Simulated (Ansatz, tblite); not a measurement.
# (BeO)10 cage of four- and six-membered rings (Be₁₀O₁₀): rung by rung

Aim: run the singlet of (BeO)10 cage of four- and six-membered rings (Be₁₀O₁₀) at one geometry on many levels, and compare frontier levels, spin and run time.

Program: Ansatz 0.2.0, Gaussian basis. Level of theory: as each input shows. These are calculated values, not measurements.

The runs, in order: GFN1-xTB, GFN2-xTB, PBE-D4/def2-TZVP, r2SCAN-D4/def2-TZVP, r2SCAN0-D4/def2-TZVP, LDA/def2-TZVP, PBE-D4/def2-SVP, PBE0-D4/def2-SVP, HF/STO-3G, HF/6-31G, B3LYP-D4/6-31G, MP2/def2-SVP.

6 further runs of the same task are left out: 4 that didn't finish, 2 set aside as unsound or not needed. Runs told in other sessions of the task aren't counted.

## Step 1: The relaxed structure

The geometry is that of the singlet, from an earlier relaxation (PBE-D4/def2-SVP).

20 atoms, charge 0, spin multiplicity 1.

Bond lengths: Be1–O2 1.571 Å, Be1–O4 1.679 Å, Be1–O6 1.566 Å, O2–Be3 1.678 Å, O2–Be9 1.585 Å, Be3–O4 1.571 Å, Be3–O10 1.566 Å, O4–Be5 1.585 Å, Be5–O6 1.653 Å, Be5–O12 1.571 Å, O6–Be7 1.567 Å, Be7–O8 1.648 Å, Be7–O14 1.567 Å, O8–Be9 1.570 Å, O8–Be17 1.570 Å, Be9–O10 1.654 Å, O10–Be11 1.567 Å, Be11–O12 1.649 Å and more. Angles: O2–Be1–O4 100.1°, O2–Be1–O6 124.6°, O4–Be1–O6 98.1°, Be1–O2–Be3 78.9°, Be1–O2–Be9 102.2°, Be3–O2–Be9 80.0°, O2–Be3–O4 100.1°, O2–Be3–O10 98.2°, O4–Be3–O10 124.6°, Be1–O4–Be3 78.9°, Be1–O4–Be5 79.9°, Be3–O4–Be5 102.1°, O4–Be5–O6 98.4°, O4–Be5–O12 130.9°, O6–Be5–O12 116.3°, Be1–O6–Be5 81.3°, Be1–O6–Be7 122.4°, Be5–O6–Be7 102.9° and more.

Coordinates:

```xyz
20

Be    0.7392    0.7211   -2.6837
O     0.9249   -0.8320   -2.8337
Be   -0.7421   -0.7202   -2.6825
O    -0.9297    0.8327   -2.8319
Be   -0.7497    1.3352   -1.3393
O     0.8938    1.5093   -1.3397
Be    1.3191    0.8139   -0.0011
O     1.3953   -0.8327   -0.0011
Be    0.7483   -1.3352   -1.3407
O    -0.8965   -1.5089   -1.3388
Be   -1.3186   -0.8142    0.0011
O    -1.3962    0.8326    0.0011
Be   -0.7479    1.3352    1.3407
O     0.8961    1.5089    1.3385
Be    0.7428    0.7204    2.6825
O    -0.9251    0.8322    2.8336
Be    0.7501   -1.3354    1.3394
O    -0.8942   -1.5094    1.3401
Be   -0.7387   -0.7208    2.6837
O     0.9293   -0.8326    2.8320
```

PBE0-D4/def2-TZVP was run before; its log isn't repeated, and its numbers join the tables.

## Step 2: GFN1-xTB

Tight binding, by tblite at 300 K electronic temperature and without a spin-polarisation term:

```python
tblite.interface.Calculator('GFN1-xTB', numbers, positions, charge=0, uhf=0).singlepoint()
```

Energy -1510.4409 eV, HOMO -9.62 eV, LUMO -6.28 eV; 0.02 s.

## Step 3: GFN2-xTB

Tight binding, by tblite at 300 K electronic temperature and without a spin-polarisation term:

```python
tblite.interface.Calculator('GFN2-xTB', numbers, positions, charge=0, uhf=0).singlepoint()
```

Energy -1322.1382 eV, HOMO -11.84 eV, LUMO -8.30 eV; 0.026 s.

## Step 4: PBE-D4/def2-TZVP

start.molden holds the orbitals of an earlier run on this state, given as this run's starting guess.

in.yaml

```yaml
crystal:
  periodic: [false, false, false]
  atoms:
    - {symbol: Be, position_ang: [0.739218, 0.721105, -2.683667]}
    - {symbol: O, position_ang: [0.924920, -0.832017, -2.833731]}
    - {symbol: Be, position_ang: [-0.742055, -0.720174, -2.682541]}
    - {symbol: O, position_ang: [-0.929744, 0.832680, -2.831870]}
    - {symbol: Be, position_ang: [-0.749714, 1.335232, -1.339301]}
    - {symbol: O, position_ang: [0.893785, 1.509318, -1.339715]}
    - {symbol: Be, position_ang: [1.319053, 0.813862, -0.001148]}
    - {symbol: O, position_ang: [1.395270, -0.832734, -0.001122]}
    - {symbol: Be, position_ang: [0.748284, -1.335248, -1.340729]}
    - {symbol: O, position_ang: [-0.896530, -1.508864, -1.338804]}
    - {symbol: Be, position_ang: [-1.318568, -0.814157, 0.001117]}
    - {symbol: O, position_ang: [-1.396211, 0.832557, 0.001134]}
    - {symbol: Be, position_ang: [-0.747856, 1.335187, 1.340699]}
    - {symbol: O, position_ang: [0.896071, 1.508863, 1.338488]}
    - {symbol: Be, position_ang: [0.742770, 0.720382, 2.682485]}
    - {symbol: O, position_ang: [-0.925148, 0.832222, 2.833555]}
    - {symbol: Be, position_ang: [0.750070, -1.335407, 1.339360]}
    - {symbol: O, position_ang: [-0.894245, -1.509357, 1.340065]}
    - {symbol: Be, position_ang: [-0.738705, -0.720801, 2.683723]}
    - {symbol: O, position_ang: [0.929345, -0.832639, 2.832003]}
basis:
  gaussian: {orbitals: def2-TZVP, initial_orbitals: start.molden}
hamiltonian: {xc: pbe, dispersion: d4}
scf: {omitted_lower_state_checks: [starts]}
output: {forces: true, orbitals: {seedname: orbitals}}
```

The run is started by

```console
$ ansatz run in.yaml --threads 4 --pin off --events-out ev --progress --plain --max-ram 6963MiB
```

After this run come: r2SCAN-D4/def2-TZVP; r2SCAN0-D4/def2-TZVP; LDA/def2-TZVP; PBE-D4/def2-SVP; PBE0-D4/def2-SVP; HF/STO-3G; HF/6-31G; B3LYP-D4/6-31G; MP2/def2-SVP.

Before running them: what should the planned runs give, taken together? Wanted: gap in def2-TZVP, named functionals, smallest and largest; correlation energy, MP2/def2-SVP; binding an atom, functionals in def2-TZVP; PBE0 total energy, smallest basis above largest.

The runs gave:

| quantity | value |
| --- | --- |
| gap in def2-TZVP, named functionals, smallest and largest | 4.89 eV (PBE-D4), 7.77 eV (r2SCAN0-D4) |
| correlation energy, MP2/def2-SVP | -58.27 eV |
| binding an atom, functionals in def2-TZVP | 5.30 (r2SCAN0-D4) to 6.19 eV (LDA) |
| PBE0 total energy, smallest basis above largest | 29.78 eV (def2-SVP, def2-TZVP) |

What this shows: Over the named functionals in def2-TZVP the gap runs from 4.89 eV (PBE-D4) to 7.77 eV (r2SCAN0-D4); exact exchange widens it.
